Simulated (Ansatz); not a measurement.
**CHClNOSi radical: small, medium and large basis sets**

One table from this session's results is given with a row withheld; the runs are named, their logs left out.

The runs use Ansatz 0.2.0, Gaussian basis; one geometry, several basis sets.

Plan: PBE0-D4/def2-SVP; ωB97M-V/def2-SVP; PBE0-D4/def2-QZVPP; ωB97M-V/def2-QZVPP; the functionals' def2-TZVPP values are taken from earlier runs.

### Structure used throughout

An earlier PBE0-D4 in a triple-zeta def2 set relaxation fixed the geometry.

6 atoms, charge 0, spin multiplicity 2.

Atoms are counted from 1 here; the program's logs count them from 0.

Bond lengths: O1–C2 1.161 Å, C2–N3 1.200 Å, N3–Si4 1.703 Å, Si4–Cl5 2.051 Å, Si4–H6 1.484 Å. Angles: O1–C2–N3 177.4°, C2–N3–Si4 153.5°, N3–Si4–Cl5 110.0°, N3–Si4–H6 107.4°, Cl5–Si4–H6 108.4°.

Set-up of the first run:

The input, in.yaml:

```yaml
crystal:
  periodic: [false, false, false]
  atoms:
    - {symbol: O, position_ang: [-1.132050, 1.773040, 1.814393]}
    - {symbol: C, position_ang: [-0.700091, 0.914242, 1.163265]}
    - {symbol: N, position_ang: [-0.294724, -0.004218, 0.506058]}
    - {symbol: Si, position_ang: [0.846054, -0.775620, -0.495628]}
    - {symbol: Cl, position_ang: [0.957411, 0.188780, -2.302766]}
    - {symbol: H, position_ang: [0.365500, -2.160222, -0.731522]}
basis:
  gaussian: {orbitals: def2-SVP}
magnetization: {spin_polarized: true, initial_magnetization: 1}
hamiltonian: {xc: pbe0, dispersion: d4}
output: {orbitals: {seedname: orbitals}}
```

Run with:

```console
> ansatz run in.yaml --threads 4 --pin off --events-out ev --progress --plain --max-ram 10444MiB
```

Steps of the session up to this table: PBE0-D4 in def2-SVP; ωB97M-V in def2-SVP; PBE0-D4 in def2-QZVPP; ωB97M-V in def2-QZVPP.

One of the session's tables, all rows but one given; the rest of the session is left out.

It belongs to the step «Density functionals: the series». 

```
functional       basis  HOMO (eV)  LUMO (eV)
   PBE0-D4    def2-SVP      -6.53      -2.97
   PBE0-D4  def2-TZVPP      -6.63      -3.01
   PBE0-D4  def2-QZVPP      -6.66      -3.04
   ωB97M-V    def2-SVP      -8.23      -1.28
   ωB97M-V  def2-TZVPP          ?          ?
   ωB97M-V  def2-QZVPP      -8.40      -1.45
```

**Question.** Estimate the row for ωB97M-V, def2-TZVPP.

**Answer.** HOMO (eV): -8.36; LUMO (eV): -1.38. In the column «HOMO (eV)» it lies between ωB97M-V, def2-QZVPP (-8.40) and ωB97M-V, def2-SVP (-8.23).
